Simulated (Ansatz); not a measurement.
# ErH3O3 (Er(OH)3): the cost of one run

Method: DFT PBE, plane waves, PAW, molecule in a box with 9 Å of vacuum; program: Ansatz 0.2.0.

4 further runs of the same task are left out: 2 for a known fault of the program, 2 that didn't finish.

### 1 The system as given

7 atoms, charge 0, spin multiplicity 1.

Bond lengths: Er1–O2 2.032 Å, Er1–O4 2.032 Å, Er1–O6 2.032 Å, O2–H3 0.966 Å, O4–H5 0.966 Å, O6–H7 0.966 Å. Angles: O2–Er1–O4 120.0°, O2–Er1–O6 120.0°, O4–Er1–O6 120.0°, Er1–O2–H3 179.5°, Er1–O4–H5 179.5°, Er1–O6–H7 179.5°.

Geometry (Å):

```xyz
7
charge 0, multiplicity 1
Er    0.00000    0.00000    0.11706
O     2.03146    0.00000    0.13992
H     2.99679    0.00000    0.15968
O    -1.01573    1.75930    0.13992
H    -1.49839    2.59530    0.15968
O    -1.01573   -1.75930    0.13992
H    -1.49840   -2.59530    0.15968
```

Formal oxidation states: Er +3. Each metal's 11 4f electrons lie in its core potential, so multiplicities, spins and levels count the valence alone. In the runs below they are in the valence, and the state is a quartet. An earlier session relaxed this geometry at PBE, Er lcecp-1-SVP with ECP57, O def2-SVP, H def2-SVP (singlet, point group C3v).

### 2 Scalar-relativistic

The input, input.yaml:

```yaml
crystal:
  lattice:
    - [13.5, 0.0, 0.0]
    - [0.0, 14.19, 0.0]
    - [0.0, 0.0, 9.04]
  atoms:
    - { symbol: Er, position: [0.44432593, 0.50002114, 0.49778761], spin: 3.0 }
    - { symbol: O, position: [0.59480444, 0.50002044, 0.50031527] }
    - { symbol: H, position: [0.66631037, 0.50002044, 0.50250221] }
    - { symbol: O, position: [0.36908667, 0.62400282, 0.50031527] }
    - { symbol: H, position: [0.33333407, 0.68291755, 0.50250221] }
    - { symbol: O, position: [0.36908667, 0.37603946, 0.50031527] }
    - { symbol: H, position: [0.33333333, 0.31712474, 0.50250221] }
basis:
  ecutwfc: 420
  ecutrho_ratio: 4
kpoints:
  mp_grid: { grid: [1, 1, 1] }
hamiltonian:
  xc: pbe
scf:
  occupations: { method: gaussian, width: 0.01 }
output:
  forces: true
  eigenvalues: true
  populations: true
  hubbard: { sites: [{ species: Er, l: f }] }
magnetization:
  spin_polarized: true
```

The run is started by

```
$ ansatz run input.yaml --threads 2 --pin off --max-ram 5120MiB --backend cpu --events-out ev --progress --plain --runs-dir out
```

**Question.** How long does this run take on 2 threads of Arm Neoverse V1, shared host, and how much memory does it need?

About 2 min, with a peak of 1.2 GiB.
